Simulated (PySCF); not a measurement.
**[Y(H2O)4]3+: other functionals and bases at one geometry**

One table from this session's results is given with a row withheld; the runs are named, their logs left out.

Computed with PySCF 2.14.0. Level: several levels, as the steps say, no spin–orbit coupling.

1 further run of the same task is left out (for a known fault of the program).

## The starting structure

13 atoms, charge 3, spin multiplicity 1.

Bond lengths: Y1–O2 2.245 Å, Y1–O5 2.245 Å, Y1–O8 2.245 Å, Y1–O11 2.245 Å, O2–H3 0.984 Å, O2–H4 0.984 Å, O5–H6 0.984 Å, O5–H7 0.984 Å, O8–H9 0.984 Å, O8–H10 0.984 Å, O11–H12 0.984 Å, O11–H13 0.984 Å. Angles: O2–Y1–O5 110.1°, O2–Y1–O8 108.2°, O2–Y1–O11 110.1°, O5–Y1–O8 110.1°, O5–Y1–O11 108.2°, O8–Y1–O11 110.1°, Y1–O2–H3 128.3°, Y1–O2–H4 128.1°, H3–O2–H4 103.5°, Y1–O5–H6 128.1°, Y1–O5–H7 128.3°, H6–O5–H7 103.5°, Y1–O8–H9 128.1°, Y1–O8–H10 128.3°, H9–O8–H10 103.5°, Y1–O11–H12 128.3°, Y1–O11–H13 128.1°, H12–O11–H13 103.5°.

Geometry (Å):

```xyz
13

Y     0.0000    0.0000    0.0000
O     1.3164    1.3166    1.2545
H     2.1175    1.0665    1.7689
H     1.2381    2.2859    1.4067
O    -1.3164   -1.2545    1.3165
H    -1.2380   -1.4068    2.2860
H    -2.1175   -1.7690    1.0665
O     1.3164   -1.3166   -1.2545
H     1.2381   -2.2859   -1.4067
H     2.1175   -1.0665   -1.7689
O    -1.3164    1.2545   -1.3165
H    -2.1175    1.7690   -1.0665
H    -1.2380    1.4068   -2.2860
```

Formal oxidation states: Y +3. An earlier session relaxed this geometry at PBE0, Y def2-SVP with ECP28, O def2-SVP, H def2-SVP (singlet, point group D2).

At PBE0 on the finer grid: E = -342.503481 Eh, HOMO -24.53 eV, LUMO -15.38 eV, Mulliken charge on Y1 +1.64 e, largest force component 0.016 eV/Å. 

Levels to run: BLYP; BP86; PBE0, TZVP. Hardware: 2 threads of Intel Xeon Platinum 8259CL at 2.50GHz (Skylake/Cascade Lake), shared host.

The first run:

File run.py (the lines that set the calculation):

```python
mol = gto.M(atom='''
Y     -0.00002     0.00000     0.00000
O      1.31636     1.31655     1.25449
H      2.11750     1.06651     1.76891
H      1.23807     2.28593     1.40675
O     -1.31642    -1.25446     1.31654
H     -1.23804    -1.40680     2.28595
H     -2.11746    -1.76896     1.06652
O      1.31636    -1.31655    -1.25449
H      1.23807    -2.28593    -1.40675
H      2.11750    -1.06651    -1.76891
O     -1.31642     1.25446    -1.31654
H     -2.11746     1.76896    -1.06652
H     -1.23804     1.40680    -2.28595''',
    basis={'Y': 'def2-SVP', 'O': 'def2-SVP', 'H': 'def2-SVP'},
    ecp={'Y': 'def2-SVP'},
    charge=3, spin=0)
mf = dft.RKS(mol, xc='BLYP')
mf.grids.atom_grid = (75, 302)
mf = mf.density_fit()  # fitting sets: Y def2-universal-JKFIT, O def2-universal-JKFIT, H def2-universal-JKFIT
mf.conv_tol = 1e-08; mf.max_cycle = 55
mf.kernel(dm0)  # dm0: the density of the relaxed state
```

On the command line:

```
OMP_NUM_THREADS=2 python run.py
```

Steps of the session up to this table: BLYP; BP86; PBE0, TZVP.

One of the session's tables, all rows but one given; the rest of the session is left out.

```
              level  HOMO (eV)  gap (eV)  charge on Y1 (e)  largest force component (eV/Å)
PBE0 (relaxed here)     -24.53      9.15              1.64                            0.02
               BLYP     -22.51      6.25              1.45                            0.56
               BP86     -22.74      6.28              1.49                            0.52
         PBE0, TZVP          ?         ?                 ?                               ?
```

Estimate the missing values for PBE0, TZVP.

The run gave: HOMO (eV): -24.55; gap (eV): 9.15; charge on Y1 (e): 1.95; largest force component (eV/Å): 0.23. In the column «HOMO (eV)» it is the lowest.

In one basis the HOMO–LUMO gap runs from 6.25 eV (BLYP) to 9.15 eV (PBE0). The largest leftover force, 0.56 eV/Å with BLYP, stands at a geometry relaxed at another level. Total energies of different levels can't be compared.
